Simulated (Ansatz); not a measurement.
# C₂H₄NSi radical: basis-set convergence

One table from this session's results is given with a row withheld; the runs are named, their logs left out.

Computed with Ansatz 0.2.0, Gaussian basis. Level: one geometry, several basis sets.

Levels to be run: PBE0-D4/def2-SVP; ωB97M-V/def2-SVP; PBE0-D4/def2-QZVPP; ωB97M-V/def2-QZVPP; CCSD(T)/cc-pV(D+d)Z; CCSD(T)/cc-pV(T+d)Z; CCSD(T)/cc-pV(Q+d)Z; the functionals' def2-TZVPP values are taken from earlier runs.

## The relaxed structure

An earlier PBE0-D4 in a triple-zeta def2 set relaxation fixed the geometry.

8 atoms, charge 0, spin multiplicity 2.

Atoms are counted from 1 here; the program's logs count them from 0.

Bond lengths: C1–Si2 1.864 Å, C1–H5 1.091 Å, C1–H6 1.092 Å, C1–H7 1.094 Å, Si2–C3 1.838 Å, Si2–H8 1.484 Å, C3–N4 1.155 Å. Angles: Si2–C1–H5 110.6°, Si2–C1–H6 110.3°, Si2–C1–H7 110.3°, H5–C1–H6 108.6°, H5–C1–H7 108.5°, H6–C1–H7 108.6°, C1–Si2–C3 110.3°, C1–Si2–H8 114.8°, C3–Si2–H8 107.7°, Si2–C3–N4 175.9°.

The first run:

Contents of in.yaml:

```yaml
crystal:
  periodic: [false, false, false]
  atoms:
    - {symbol: C, position_ang: [-0.643027, 0.918637, -0.357917]}
    - {symbol: Si, position_ang: [0.065082, -0.284541, 0.876527]}
    - {symbol: C, position_ang: [1.492298, -1.183551, 0.146478]}
    - {symbol: N, position_ang: [2.438949, -1.698541, -0.269068]}
    - {symbol: H, position_ang: [0.121526, 1.623692, -0.687981]}
    - {symbol: H, position_ang: [-1.464686, 1.480738, 0.089821]}
    - {symbol: H, position_ang: [-1.022669, 0.384143, -1.233230]}
    - {symbol: H, position_ang: [-0.895272, -1.297578, 1.379470]}
basis:
  gaussian: {orbitals: def2-SVP}
magnetization: {spin_polarized: true, initial_magnetization: 1}
hamiltonian: {xc: pbe0, dispersion: d4}
output: {orbitals: {seedname: orbitals}}
```

Started as:

```sh
$ ansatz run in.yaml --threads 2 --pin off --events-out ev --progress --plain --max-ram 20480MiB --backend cpu
```

Steps of the session up to this table: PBE0-D4 in def2-SVP; ωB97M-V in def2-SVP; PBE0-D4 in def2-QZVPP; ωB97M-V in def2-QZVPP.

One of the session's tables, all rows but one given; the rest of the session is left out.

It belongs to the step «Density functionals: the series». 

| functional | basis | HOMO (eV) | LUMO (eV) |
| --- | --- | --- | --- |
| PBE0-D4 | def2-SVP | -6.63 | -2.98 |
| PBE0-D4 | def2-TZVPP | -6.69 | -3.03 |
| PBE0-D4 | def2-QZVPP | -6.70 | -3.05 |
| ωB97M-V | def2-SVP | -8.32 | -1.26 |
| ωB97M-V | def2-TZVPP | ? | ? |
| ωB97M-V | def2-QZVPP | -8.44 | -1.42 |

Estimate the missing values for ωB97M-V, def2-TZVPP.

**Answer.** HOMO (eV): -8.42; LUMO (eV): -1.38. In the column «HOMO (eV)» it lies between ωB97M-V, def2-QZVPP (-8.44) and ωB97M-V, def2-SVP (-8.32).
